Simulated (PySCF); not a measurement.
# OZnH2 in PySCF: settings compared

Aim: see how the results for OZnH2 move with the level of theory and the settings. Levels: HF, PBE, PBE0. Tasks: MP2 correlation energy, RPA correlation energy, G0W0 quasiparticle levels.

Everything below comes from runs of PySCF 2.14.0. Logs are shortened: lines on timing, memory, paths and dates and some standing lists are left out, and cuts for length are marked.

## (1) Starting point

The cell holds a molecule in a box, 4 atoms: a = 10.000 Å, b = 13.000 Å, c = 11.000 Å, α = 90.00°, β = 90.00°, γ = 90.00°.

## (2) MP2 correlation energy, HF

run.py reads:

```python
import json
import numpy as np
from pyscf.pbc import gto, scf, dft, df

cell = gto.Cell()
cell.basis = 'pob-tzvp-rev2'
cell.fromfile('ZnH2O.xyz')
cell.exp_to_discard = 0
cell.precision = 1e-08
cell.max_memory = 2520  # MB
cell.verbose = 4
cell.build()

res = {}
kpts = cell.make_kpts([1, 1, 1])
mf = scf.KRHF(cell, kpts, exxdiv='ewald')
mf = mf.density_fit()
mf.with_df._cderi = 'cderi.h5'  # three-centre integrals saved by an earlier run on this cell, basis and mesh
mf.conv_tol = 1e-08
mf.max_cycle = 60

mf.kernel()
res.update(converged=bool(mf.converged), e_tot=mf.e_tot, nelec=cell.nelectron, nao=cell.nao, mesh=list(map(int, cell.mesh)), a=cell.lattice_vectors().tolist(), coords=cell.atom_coords().tolist(),
           mo_energy=[np.real(x).tolist() for x in mf.mo_energy], mo_occ=[np.real(x).tolist() for x in mf.mo_occ])
import h5py
print('fit functions by k pair:', sorted({v['0'].shape[0] for v in h5py.File(mf.with_df._cderi)['j3c'].values()}))
res.update(kpts=cell.get_scaled_kpts(kpts).tolist())
res['parts'] = {k: float(np.real(v)) for k, v in mf.scf_summary.items() if np.isscalar(v)}
json.dump(res, open('results.json', 'w'))
if not mf.converged:
    raise SystemExit('SCF not converged')

print('levels (eV)')
for i, kp in enumerate(res['kpts'][:40]):
    print('k %7.4f %7.4f %7.4f  ' % tuple(kp), ' '.join('%.3f' % (x * 27.211386) for x in res['mo_energy'][i][:25]))

# Mulliken populations
dm, s = np.asarray(mf.make_rdm1()), np.asarray(mf.get_ovlp())
sites = cell.aoslice_by_atom()[:, 2:]
tot = np.einsum('kij,kji->i', dm, s).real / len(kpts)
res['mulliken'] = [cell.atom_charge(i) - tot[a0:a1].sum() for i, (a0, a1) in enumerate(sites)]
print('Mulliken charges', np.round(res['mulliken'], 5))

from pyscf.pbc import mp
pt = mp.KMP2(mf, frozen=6)
pt.kernel(with_t2=False)
res.update(e_corr=pt.e_corr, e_ss=getattr(pt, 'e_corr_ss', None), e_os=getattr(pt, 'e_corr_os', None))
res['done'] = True
json.dump(res, open('results.json', 'w'))
```

ZnH2O.xyz reads:

```xyz
4
Lattice="10.0000000000 0.0000000000 0.0000000000 0.0000000000 13.0000000000 0.0000000000 0.0000000000 0.0000000000 11.0000000000" Properties=species:S:1:pos:R:3 pbc="T T T"
O      5.3572000000      5.3833000000      6.2289499800
Zn     5.0468000000      6.9528999800      5.4618500200
H      4.6688000000      4.7191999400      6.1815499900
H      4.8787000000      8.3227999400      4.8390500400
```

Potentials or basis: pob-tzvp-rev2 (all-electron).

The run is started by

```bash
$ OMP_NUM_THREADS=2 python -u run.py > log
```

Standard output:

```text
Discarded 0 diffused primitive functions, 0 contracted functions

******** <class 'pyscf.pbc.scf.khf.KRHF'> ********
method = KRHF
initial guess = minao
damping factor = 0
level_shift factor = 0
DIIS = <class 'pyscf.scf.diis.CDIIS'>
diis_start_cycle = 1
diis_space = 8
diis_damp = 0
SCF conv_tol = 1e-08
SCF conv_tol_grad = None
SCF max_cycles = 60
direct_scf = True
direct_scf_tol = 1e-13

******** PBC SCF flags ********
N kpts = 1
Exchange divergence treatment (exxdiv) = ewald
    madelung (= occupied orbital energy shift) = 0.1308208129223559
    Total energy shift due to Ewald probe charge = -1/2 * Nelec*madelung = -2.61641625845
DF object = <pyscf.pbc.df.df.GDF object>
Set gradient conv threshold to 0.0001

******** <class 'pyscf.pbc.df.rsdf_builder._RSNucBuilder'> ********
mesh = [37 49 41] (74333 PWs)
ke_cutoff = 17.909234258605498
omega = 0.5173555739003575
exclude_d_aux = False
exclude_dd_block = True
j2c_eig_always = False
has_long_range = True
init E= -1855.09439333143
  HOMO = -0.367841840029  LUMO = 0.0854815014541  gap/eV = 12.33556
cycle= 1 E= -1853.71149975374  delta_E= 1.38  |g|= 0.721  |ddm|= 4.98
  HOMO = -0.304692838328  LUMO = 0.191507487821  gap/eV = 13.50230
cycle= 2 E= -1853.75788631471  delta_E= -0.0464  |g|= 0.663  |ddm|= 0.913
  HOMO = -0.421058692019  LUMO = 0.193824370443  gap/eV = 16.73182
cycle= 3 E= -1853.8049035239  delta_E= -0.047  |g|= 0.0761  |ddm|= 0.238
  HOMO = -0.423194726435  LUMO = 0.1977012398  gap/eV = 16.89544
cycle= 4 E= -1853.80579259229  delta_E= -0.000889  |g|= 0.0413  |ddm|= 0.0942
  HOMO = -0.420377934154  LUMO = 0.202432480948  gap/eV = 16.94753
cycle= 5 E= -1853.80606693656  delta_E= -0.000274  |g|= 0.00551  |ddm|= 0.0465
  HOMO = -0.420939679201  LUMO = 0.202173884113  gap/eV = 16.95578
cycle= 6 E= -1853.80607729472  delta_E= -1.04e-05  |g|= 0.00113  |ddm|= 0.0126
  HOMO = -0.420964820677  LUMO = 0.202169675598  gap/eV = 16.95635
cycle= 7 E= -1853.80607786916  delta_E= -5.74e-07  |g|= 0.000306  |ddm|= 0.00225
  HOMO = -0.420981856845  LUMO = 0.202183916757  gap/eV = 16.95720
cycle= 8 E= -1853.80607791861  delta_E= -4.94e-08  |g|= 8.73e-05  |ddm|= 0.000469
  HOMO = -0.420986616403  LUMO = 0.202188923353  gap/eV = 16.95747
cycle= 9 E= -1853.80607792277  delta_E= -4.16e-09  |g|= 1.9e-05  |ddm|= 0.000187
  HOMO = -0.420987774644  LUMO = 0.202188572186  gap/eV = 16.95749
Extra cycle  E= -1853.80607792286  delta_E= -8.57e-11  |g|= 1.24e-05  |ddm|= 2.62e-05
converged SCF energy = -1853.80607792286
fit functions by k pair: [549]
levels (eV)
k  0.0000  0.0000  0.0000   -9615.236 -1207.822 -1060.017 -1060.009 -1059.869 -557.465 -153.587 -104.540 -104.523 -104.468 -33.878 -21.596 -21.577 -21.576 -21.495 -21.407 -15.933 -12.554 -11.878 -11.456 5.502 8.679 10.046 10.274 17.485
Mulliken charges [-0.97858  1.04277  0.34085 -0.40505]

******** <class 'pyscf.pbc.mp.kmp2.KMP2'> ********
nkpts = 1
nocc = 14
nmo = 64
with_df_ints = True
frozen orbitals = 6
E(KMP2) = -1854.67685152397  E_corr = -0.870773601111918
E(SCS-KMP2) = -1854.60349415098  E_corr = -0.797416228122578
E_corr(same-spin) = -0.285590876782758
E_corr(oppo-spin) = -0.58518272432916
```

Run time: 7.7 s. Hardware: 2 threads of Intel Xeon at 2.70GHz, shared host; peak memory 1.9 GiB.

Results:

```
Free energy                     : -50444.6332 eV
Gap between the frontier levels : 16.96 eV
Mulliken charges                : O -0.98; Zn +1.04; H +0.34, -0.41 e
MP2 correlation energy per cell : -23.695 eV
```

Levels at points of the mesh, in eV from the valence-band top:
| k point | band 18 | band 19 | band 20 | band 21 | band 22 | band 23 |
| --- | --- | --- | --- | --- | --- | --- |
| (0.00, 0.00, 0.00) | -1.10 | -0.42 | 0.00 | 16.96 | 20.13 | 21.50 |

Caveat: the basis is small and the box finite, so much correlation energy is missing and levels can be off by tenths of an eV; Mulliken charges move with the basis; this is a molecule in a periodic box at the Γ point, so its band gap is the HOMO-LUMO gap; total energy, band gap and charges are those of the mean-field reference; the basis of atomic orbitals isn't converged, which shifts pressures, moduli and gaps.

## (3) RPA correlation energy, PBE

run.py: that of step 2 with these lines changed.

```diff
@@ -15,3 +15,3 @@
 kpts = cell.make_kpts([1, 1, 1])
-mf = scf.KRHF(cell, kpts, exxdiv='ewald')
+mf = dft.KRKS(cell, kpts, xc='pbe')
 mf = mf.density_fit()
@@ -43,6 +43,9 @@
 
-from pyscf.pbc import mp
-pt = mp.KMP2(mf, frozen=6)
-pt.kernel(with_t2=False)
-res.update(e_corr=pt.e_corr, e_ss=getattr(pt, 'e_corr_ss', None), e_os=getattr(pt, 'e_corr_os', None))
+from pyscf.pbc.gw.krpa import KRPA
+rpa = KRPA(mf, frozen=6)
+rpa.kernel()
+res.update(e_corr=rpa.e_corr, e_hf=rpa.e_hf, e_rpa=rpa.e_tot)
+rpa.fc = True  # again, with the correction for q -> 0
+rpa.kernel()
+res['e_corr_fc'] = rpa.e_corr
 res['done'] = True
```

ZnH2O.xyz is that of step 2.

Potentials or basis: pob-tzvp-rev2 (all-electron).

The run is started by

```bash
$ OMP_NUM_THREADS=2 python -u run.py > log
```

Standard output:

```text
Discarded 0 diffused primitive functions, 0 contracted functions

******** <class 'pyscf.pbc.dft.krks.KRKS'> ********
method = KRKS
initial guess = minao
damping factor = 0
level_shift factor = 0
DIIS = <class 'pyscf.scf.diis.CDIIS'>
diis_start_cycle = 1
diis_space = 8
diis_damp = 0
SCF conv_tol = 1e-08
SCF conv_tol_grad = None
SCF max_cycles = 60
direct_scf = True
direct_scf_tol = 1e-13

******** PBC SCF flags ********
N kpts = 1
Exchange divergence treatment (exxdiv) = ewald
    madelung (= occupied orbital energy shift) = 0.1308208129223559
    Total energy shift due to Ewald probe charge = -1/2 * Nelec*madelung = -2.61641625845
DF object = <pyscf.pbc.df.df.GDF object>
XC functionals = pbe
small_rho_cutoff = 0
radial grids:
    Treutler-Ahlrichs [JCP 102, 346 (1995); DOI:10.1063/1.469408] (M4) radial grids

becke partition: Becke, JCP 88, 2547 (1988); DOI:10.1063/1.454033
pruning grids: <function nwchem_prune>
grids dens level: 3
symmetrized grids: False
atomic radii adjust function: <function treutler_atomic_radii_adjust>
Set gradient conv threshold to 0.0001

******** <class 'pyscf.pbc.df.rsdf_builder._RSNucBuilder'> ********
mesh = [37 49 41] (74333 PWs)
ke_cutoff = 17.909234258605498
omega = 0.5173555739003575
exclude_d_aux = False
exclude_dd_block = True
j2c_eig_always = False
has_long_range = True
tot grids = 54328
cell vol = 9650.11833  sum(weights) = 9851.30489
nelec by numeric integration = 40.00000174378988
init E= -1856.74643875768
  HOMO = -0.222861225204  LUMO = 0.0115492423928  gap/eV = 6.37863
nelec by numeric integration = 40.000001548057696
cycle= 1 E= -1855.09586828394  delta_E= 1.65  |g|= 1.82  |ddm|= 5.37
  HOMO = -0.0412180999784  LUMO = 0.0412760451553  gap/eV = 2.24478
nelec by numeric integration = 40.00000169414866
cycle= 2 E= -1852.39956145992  delta_E=  2.7  |g|= 4.73  |ddm|= 3.06
  HOMO = -0.223381673673  LUMO = 0.012940190699  gap/eV = 6.43065
nelec by numeric integration = 40.000001892134506
cycle= 3 E= -1855.37976984092  delta_E= -2.98  |g|= 0.64  |ddm|= 2.75
  HOMO = -0.162697306036  LUMO = 0.0337732603188  gap/eV = 5.34624
nelec by numeric integration = 40.00000148619963
cycle= 4 E= -1855.39901822751  delta_E= -0.0192  |g|= 0.524  |ddm|= 0.74
  HOMO = -0.203104797618  LUMO = 0.0161272218557  gap/eV = 5.96561
nelec by numeric integration = 40.00000155388178
cycle= 5 E= -1855.44172605374  delta_E= -0.0427  |g|= 0.0536  |ddm|= 0.253
  HOMO = -0.208558889569  LUMO = 0.0201862423831  gap/eV = 6.22447
nelec by numeric integration = 40.000001561282204
cycle= 6 E= -1855.44263137233  delta_E= -0.000905  |g|= 0.0138  |ddm|= 0.0894
  HOMO = -0.209760829117  LUMO = 0.0198769518082  gap/eV = 6.24876
nelec by numeric integration = 40.00000156942994
cycle= 7 E= -1855.44266843619  delta_E= -3.71e-05  |g|= 0.00325  |ddm|= 0.0152
  HOMO = -0.210149302472  LUMO = 0.0197349277246  gap/eV = 6.25547
nelec by numeric integration = 40.00000156927551
cycle= 8 E= -1855.44267110379  delta_E= -2.67e-06  |g|= 0.000372  |ddm|= 0.00405
  HOMO = -0.210152020329  LUMO = 0.0197440962618  gap/eV = 6.25579
nelec by numeric integration = 40.00000156910575
cycle= 9 E= -1855.44267111876  delta_E= -1.5e-08  |g|= 8.56e-05  |ddm|= 0.000166
  HOMO = -0.210150318062  LUMO = 0.0197468362618  gap/eV = 6.25582
nelec by numeric integration = 40.000001569104654
cycle= 10 E= -1855.44267111938  delta_E= -6.23e-10  |g|= 1.2e-05  |ddm|= 4.28e-05
  HOMO = -0.210150950596  LUMO = 0.0197466063792  gap/eV = 6.25583
nelec by numeric integration = 40.000001569109834
Extra cycle  E= -1855.44267111939  delta_E= -3.87e-12  |g|= 1.46e-05  |ddm|= 1.9e-05
converged SCF energy = -1855.44267111939
fit functions by k pair: [549]
levels (eV)
k  0.0000  0.0000  0.0000   -9407.913 -1133.706 -999.604 -999.589 -999.520 -508.601 -125.305 -82.510 -82.471 -82.363 -22.836 -12.099 -10.965 -10.862 -10.858 -10.846 -9.395 -7.472 -6.408 -5.718 0.537 3.386 4.065 4.089 11.455
Mulliken charges [-0.81385  0.77164  0.31763 -0.27542]

******** <class 'pyscf.pbc.gw.krpa.KRPA'> ********
method = KRPA
RPA nocc = 14, nvir = 50, nkpts = 1
frozen orbitals = 6
grid type = legendre
outcore mode = False
RPA finite size corrections = False
ACFD exchange energy = False

******** <class 'pyscf.pbc.gw.krpa.KRPA'> ********
method = KRPA
RPA nocc = 14, nvir = 50, nkpts = 1
frozen orbitals = 6
grid type = legendre
outcore mode = False
RPA finite size corrections = True
ACFD exchange energy = False
```

Run time: 29 s. Hardware: 2 threads of Intel Xeon at 2.70GHz, shared host; peak memory 1.9 GiB.

What came out:

```
Free energy                                       : -50489.1672 eV
Gap between the frontier levels, mean-field level : 6.26 eV
Mulliken charges                                  : O -0.81; Zn +0.77; H +0.32, -0.28 e
RPA correlation energy                            : -7.506 eV/atom
RPA correlation energy per cell                   : -30.025 eV
```

Levels at points of the mesh, in eV from the valence-band top:
```tsv
k point	band 16	band 17	band 18	band 19	band 20	band 21	band 22	band 23	band 24	band 25
(0.00, 0.00, 0.00)	-5.13	-3.68	-1.75	-0.69	0.00	6.26	9.10	9.78	9.81	17.17
```

Caveat: the basis is small and the box finite, so much correlation energy is missing and levels can be off by tenths of an eV; Mulliken charges move with the basis; this is a molecule in a periodic box at the Γ point, so its band gap is the HOMO-LUMO gap; total energy, band gap and charges are those of the mean-field reference; the basis of atomic orbitals isn't converged, which shifts pressures, moduli and gaps.

## (4) G0W0 quasiparticle levels, PBE0

run.py: that of step 3 with these lines changed.

```diff
@@ -15,3 +15,3 @@
 kpts = cell.make_kpts([1, 1, 1])
-mf = dft.KRKS(cell, kpts, xc='pbe')
+mf = dft.KRKS(cell, kpts, xc='pbe0', exxdiv='ewald')
 mf = mf.density_fit()
@@ -43,9 +43,9 @@
 
-from pyscf.pbc.gw.krpa import KRPA
-rpa = KRPA(mf, frozen=6)
-rpa.kernel()
-res.update(e_corr=rpa.e_corr, e_hf=rpa.e_hf, e_rpa=rpa.e_tot)
-rpa.fc = True  # again, with the correction for q -> 0
-rpa.kernel()
-res['e_corr_fc'] = rpa.e_corr
+from pyscf.pbc.gw.krgw_ac import KRGWAC
+gw = KRGWAC(mf, frozen=6)
+gw.fc = True
+orbs = list(range(17, 23))
+gw.kernel(orbs=orbs)
+res['orbs'] = orbs
+res['qp'] = np.asarray(gw.mo_energy).real.tolist()
 res['done'] = True
```

ZnH2O.xyz is that of step 3.

Potentials or basis: pob-tzvp-rev2 (all-electron).

The run is started by

```bash
$ OMP_NUM_THREADS=2 python -u run.py > log
```

Standard output:

```text
Discarded 0 diffused primitive functions, 0 contracted functions

******** <class 'pyscf.pbc.dft.krks.KRKS'> ********
method = KRKS
initial guess = minao
damping factor = 0
level_shift factor = 0
DIIS = <class 'pyscf.scf.diis.CDIIS'>
diis_start_cycle = 1
diis_space = 8
diis_damp = 0
SCF conv_tol = 1e-08
SCF conv_tol_grad = None
SCF max_cycles = 60
direct_scf = True
direct_scf_tol = 1e-13

******** PBC SCF flags ********
N kpts = 1
Exchange divergence treatment (exxdiv) = ewald
    madelung (= occupied orbital energy shift) = 0.1308208129223559
    Total energy shift due to Ewald probe charge = -1/2 * Nelec*madelung = -2.61641625845
DF object = <pyscf.pbc.df.df.GDF object>
XC functionals = pbe0
small_rho_cutoff = 0
radial grids:
    Treutler-Ahlrichs [JCP 102, 346 (1995); DOI:10.1063/1.469408] (M4) radial grids

becke partition: Becke, JCP 88, 2547 (1988); DOI:10.1063/1.454033
pruning grids: <function nwchem_prune>
grids dens level: 3
[... 29 lines left out ...]
nelec by numeric integration = 40.000001445029525
cycle= 5 E= -1855.46283764256  delta_E= -0.00171  |g|= 0.00647  |ddm|= 0.054
  HOMO = -0.274264213066  LUMO = 0.0598845974733  gap/eV = 9.09265
nelec by numeric integration = 40.000001441040105
cycle= 6 E= -1855.46285014642  delta_E= -1.25e-05  |g|= 0.00159  |ddm|= 0.00984
  HOMO = -0.274458264826  LUMO = 0.059804424427  gap/eV = 9.09575
nelec by numeric integration = 40.000001440696145
cycle= 7 E= -1855.4628505102  delta_E= -3.64e-07  |g|= 0.00025  |ddm|= 0.00169
  HOMO = -0.274461943399  LUMO = 0.0597976113544  gap/eV = 9.09567
nelec by numeric integration = 40.000001440436215
cycle= 8 E= -1855.46285051907  delta_E= -8.87e-09  |g|= 6.09e-05  |ddm|= 0.000189
  HOMO = -0.27443460925  LUMO = 0.0598048142868  gap/eV = 9.09512
nelec by numeric integration = 40.00000144034352
Extra cycle  E= -1855.46285051817  delta_E= 9.02e-10  |g|= 9.99e-05  |ddm|= 8.38e-05
converged SCF energy = -1855.46285051817
fit functions by k pair: [549]
levels (eV)
k  0.0000  0.0000  0.0000   -9459.674 -1152.430 -1014.880 -1014.867 -1014.770 -520.945 -132.653 -88.284 -88.252 -88.123 -25.825 -14.494 -13.771 -13.759 -13.751 -13.708 -11.378 -8.854 -7.972 -7.468 1.627 4.617 5.375 5.408 12.822
Mulliken charges [-0.85923  0.83932  0.32402 -0.30411]

******** <class 'pyscf.pbc.gw.krgw_ac.KRGWAC'> ********
method = KRGWAC
GW nocc = 14, nvir = 50, nkpts = 1
frozen orbitals = 6
orbital list = [17, 18, 19, 20, 21, 22]
off-diagonal self-energy = False
GW density matrix = False
density-fitting for exchange = False
outcore for self-energy= False
finite size corrections = True
grids for finite size corrections = False
broadening parameter = 5.000e-03
number of grids = 100
analytic continuation method = pade
imaginary frequency cutoff = 5.0
Pade points = 18
Pade step ratio = 0.667
use perturbative linearized QP eqn = False
QPE max iter = 100
QPE tolerance = 1.0e-06

WARN: GW QP energies may not be sorted from min to max
```

It took 30 s on 2 threads of Intel Xeon at 2.70GHz, shared host; peak memory 1.9 GiB.

Results:

```yaml
Free_energy: -50489.7163 eV
Gap_between_the_frontier_levels_mean-field_level: 9.10 eV
Mulliken_charges: O -0.86; Zn +0.84; H +0.32, -0.30 e
Quasiparticle_gap: 13.77 eV
```

Levels at points of the mesh, in eV from the valence-band top:
```
           k point  band 17  band 18  band 19  band 20  band 21  band 22  band 23  band 24
(0.00, 0.00, 0.00)    -3.91    -1.39    -0.50     0.00     9.10    12.08    12.84    12.88
```

Caveat: the basis is small and the box finite, so much correlation energy is missing and levels can be off by tenths of an eV; Mulliken charges move with the basis; this is a molecule in a periodic box at the Γ point, so its band gap is the HOMO-LUMO gap; total energy, band gap and charges are those of the mean-field reference; the basis of atomic orbitals isn't converged, which shifts pressures, moduli and gaps.
